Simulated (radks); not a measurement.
# Sm⁵¹⁺ in [Ne] 3s1: an all-electron calculation

One table from this session's results is given with a row withheld; the runs are named, their logs left out.

Program: radks (a radial shooting solver on a logarithmic mesh, Libxc functionals) version 1. Level of theory: Dirac Kohn-Sham, LDA (Slater exchange, VWN5 correlation), spin-unpolarised, spherical densities, point nucleus. These are calculated values, not measurements, unless marked.

## The system

| Item | Value |
| --- | --- |
| element | samarium (Z = 62) |
| charge | +51 |
| electrons | 11 |
| configuration | [Ne] 3s1 |

The outer shells:

Sm⁵¹⁺
```
[Ne] core
3s [↑ ]
```

Set-up of the first run:

The run's settings:

```text
Z 62
configuration [Ne] 3s1 3p0 4s0
relativity Dirac
functional lda,vwn5
spin unpolarised
j_filling energy
nucleus point
c 137.035999084
```

One of the session's tables, all rows but one given; the rest of the session is left out.

It belongs to the step «Orbitals and density». From the orbitals of this run (lengths in bohr):

| level | <r> | outermost maximum (interpolated) | 90 % within | nodes |
| --- | --- | --- | --- | --- |
| 1s1/2 | 0.02274 | 0.0145 | 0.0411 | 0 |
| 2s1/2 | ? | ? | ? | ? |
| 2p1/2 | 0.07922 | 0.0617 | 0.130 | 0 |
| 2p3/2 | 0.08552 | 0.0672 | 0.138 | 0 |
| 3s1/2 | 0.2272 | 0.217 | 0.330 | 2 |
| 3p1/2 | 0.2140 | 0.203 | 0.318 | 1 |
| 3p3/2 | 0.2231 | 0.212 | 0.330 | 1 |
| 4s1/2 | 0.4181 | 0.425 | 0.589 | 3 |

Q: Estimate the row for 2s1/2 from the others.

As computed: <r>: 0.09490; outermost maximum (interpolated): 0.0816; 90 % within: 0.147; nodes: 1. In the column «<r>» it lies between 2p3/2 (0.08552) and 3p1/2 (0.2140).

To keep in mind: Spin polarisation and multiplet splitting are left out.
